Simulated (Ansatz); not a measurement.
# LiH12ClO6: the cost of one run

All numbers below are computed with Ansatz 0.2.0 (DFT PBE+D3(BJ), plane waves, PAW, scalar-relativistic, no spin polarisation).

### 1 The starting structure

The cell holds 20 atoms (ClH12LiO6): a = 6.073 Å, b = 6.073 Å, c = 6.073 Å, α = 90.00°, β = 90.00°, γ = 90.00°.

The coordinates stand in the first input below.

### 2 Relaxing the start

input.yaml reads:

```yaml
accuracy: low
crystal:
  lattice:
    - [6.073178, 0.0, 0.0]
    - [0.0, 6.073178, 0.0]
    - [0.0, 0.0, 6.073178]
  atoms:
    - { symbol: O, position: [0.606836, 0.4957214, 0.0875462] }
    - { symbol: H, position: [0.6501014, 0.5928771, -0.0312962] }
    - { symbol: H, position: [0.5828057, 0.3553298, 0.0158009] }
    - { symbol: O, position: [0.9511102, 0.0606499, 0.3407726] }
    - { symbol: H, position: [0.8030828, 0.119984, 0.3393618] }
    - { symbol: H, position: [0.9564102, -0.0328992, 0.2117179] }
    - { symbol: O, position: [0.3260075, 0.1379451, 0.2237111] }
    - { symbol: H, position: [0.3258806, 0.2626846, 0.1243397] }
    - { symbol: H, position: [0.3415969, 0.0118467, 0.1273223] }
    - { symbol: O, position: [0.9685533, 0.3282137, 0.7919222] }
    - { symbol: H, position: [0.8746035, 0.4558955, 0.8093992] }
    - { symbol: H, position: [0.9554248, 0.2915306, 0.6372722] }
    - { symbol: O, position: [0.4086726, 0.1760579, 0.6565443] }
    - { symbol: H, position: [0.4471122, 0.2905521, 0.5523901] }
    - { symbol: H, position: [0.375681, 0.0498854, 0.5647473] }
    - { symbol: O, position: [0.7072098, 0.8292312, 0.6720397] }
    - { symbol: H, position: [0.7601041, 0.6790064, 0.6803676] }
    - { symbol: H, position: [0.5803879, 0.8201994, 0.5757627] }
    - { symbol: Li, position: [0.1830684, 0.6489092, 0.4865486] }
    - { symbol: Cl, position: [0.0719712, 0.9116922, 0.8564776] }
basis:
  ecutwfc: 420.0
kpoints:
  mp_grid: { grid: [1, 1, 1] }
hamiltonian:
  xc: pbe
  dispersion: d3bj
scf:
  occupations: { method: fermi_dirac, width: 0.05 }
  lower_state_search: "off"
relax:
  f_tol: 0.3
  max_steps: 15
  adjacent_minimum: "off"
```

Launch:

```
$ ansatz run input.yaml --threads 1 --pin off --max-ram 3072MiB --backend cpu --events-out ev --progress --plain --runs-dir out
```

What time and memory should one allow on 1 thread of Arm Neoverse V2, shared host?

About 20 s, with a peak of 0.34 GiB.
